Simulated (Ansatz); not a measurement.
# C2H6AlGeN: one species, many methods

One table from this session's results is given with a row withheld; the runs are named, their logs left out.

The runs use Ansatz 0.2.0, Gaussian basis; functionals in def2-TZVPP, the program's frozen cores in correlated methods.

Levels to be run: LDA (SPW92), PBE-D4, revPBE-D4, BLYP-D4, r2SCAN-D4, B97M-V, PBE0-D4, B3LYP-D4, r2SCANh-D4, r2SCAN0-D4, HSE06-D4, BHLYP-D4, CAM-B3LYP-D4, LC-ωPBE, ωB97X-V, ωB97M-V, B2PLYP, PBE-QIDH; CCSD(T)/def2-SVP; CCSD(T)/def2-TZVPP; MP2/def2-QZVPP; extrapolation to the limit; RPA on PBE.

**Structure used throughout**

All runs share one geometry, relaxed beforehand with PBE0-D4 in a triple-zeta def2 set.

SMILES `[CH3][GeH2][AlH][C]#N`, 11 atoms, charge 0, spin multiplicity 1.

Atoms are counted from 1 here; the program's logs count them from 0.

Bond lengths: C1–Ge2 1.960 Å, C1–H6 1.090 Å, C1–H7 1.090 Å, C1–H8 1.090 Å, Ge2–Al3 2.469 Å, Ge2–H9 1.545 Å, Ge2–H10 1.544 Å, Al3–C4 1.945 Å, Al3–H11 1.579 Å, C4–N5 1.155 Å. Angles: Ge2–C1–H6 110.2°, Ge2–C1–H7 110.3°, Ge2–C1–H8 110.0°, H6–C1–H7 108.5°, H6–C1–H8 109.0°, H7–C1–H8 108.9°, C1–Ge2–Al3 112.9°, C1–Ge2–H9 109.5°, C1–Ge2–H10 109.8°, Al3–Ge2–H9 108.5°, Al3–Ge2–H10 109.8°, H9–Ge2–H10 106.1°, Ge2–Al3–C4 115.9°, Ge2–Al3–H11 128.9°, C4–Al3–H11 115.3°, Al3–C4–N5 176.5°.

Set-up of the first run:

in.yaml

```yaml
crystal:
  periodic: [false, false, false]
  atoms:
    - {symbol: C, position_ang: [-1.076839, 0.055393, -1.409223]}
    - {symbol: Ge, position_ang: [-0.020091, -1.161738, -0.293950]}
    - {symbol: Al, position_ang: [1.069725, -0.021431, 1.606041]}
    - {symbol: C, position_ang: [1.011413, 1.922943, 1.575700]}
    - {symbol: N, position_ang: [0.942126, 3.072966, 1.496961]}
    - {symbol: H, position_ang: [-0.447974, 0.861403, -1.787785]}
    - {symbol: H, position_ang: [-1.887472, 0.494145, -0.827101]}
    - {symbol: H, position_ang: [-1.502673, -0.488336, -2.252989]}
    - {symbol: H, position_ang: [1.072774, -1.832592, -1.156579]}
    - {symbol: H, position_ang: [-0.916111, -2.306371, 0.227070]}
    - {symbol: H, position_ang: [1.820624, -0.653382, 2.842455]}
basis:
  gaussian: {orbitals: def2-TZVPP}
hamiltonian: {xc: lda}
output: {orbitals: {seedname: orbitals}}
```

On the command line:

```console
$ ansatz run in.yaml --threads 4 --pin off --events-out ev --progress --plain --max-ram 10444MiB
```

Steps of the session up to this table: LDA; PBE-D4 (GGA); revPBE-D4 (GGA); BLYP-D4 (GGA); r2SCAN-D4 (meta-GGA); B97M-V (meta-GGA); PBE0-D4 (hybrid); B3LYP-D4 (hybrid); r2SCANh-D4 (hybrid); r2SCAN0-D4 (hybrid); HSE06-D4 (hybrid); BHLYP-D4 (hybrid); CAM-B3LYP-D4 (range-separated); LC-ωPBE (range-separated); ωB97X-V (range-separated); ωB97M-V (range-separated); B2PLYP (double hybrid); PBE-QIDH (double hybrid).

One table of the session follows, with a row left open; its other results are not shown here.

It belongs to the step «Orbital energies across the functionals». 

```
  functional  HOMO (eV)  LUMO (eV)  gap (eV)
 LDA (SPW92)      -6.92      -3.62      3.31
      PBE-D4      -6.82      -3.38      3.44
   revPBE-D4      -6.77      -3.27      3.50
     BLYP-D4      -6.68      -3.25      3.43
   r2SCAN-D4      -7.07      -3.18      3.89
      B97M-V      -7.13      -3.29      3.84
     PBE0-D4      -7.91      -2.63      5.28
    B3LYP-D4      -7.71      -2.82      4.89
  r2SCANh-D4      -7.47      -2.91      4.56
  r2SCAN0-D4      -8.07      -2.52      5.54
    HSE06-D4          ?          ?         ?
    BHLYP-D4      -8.89      -1.83      7.06
CAM-B3LYP-D4      -9.16      -1.67      7.49
     LC-ωPBE     -10.46      -0.59      9.87
     ωB97X-V     -10.13      -0.70      9.43
     ωB97M-V      -9.91      -0.93      8.98
```

Q: Estimate the row for HSE06-D4 from the others.

The run gave: HOMO (eV): -7.52; LUMO (eV): -3.00; gap (eV): 4.52. In the column «HOMO (eV)» it lies between B3LYP-D4 (-7.71) and r2SCANh-D4 (-7.47).
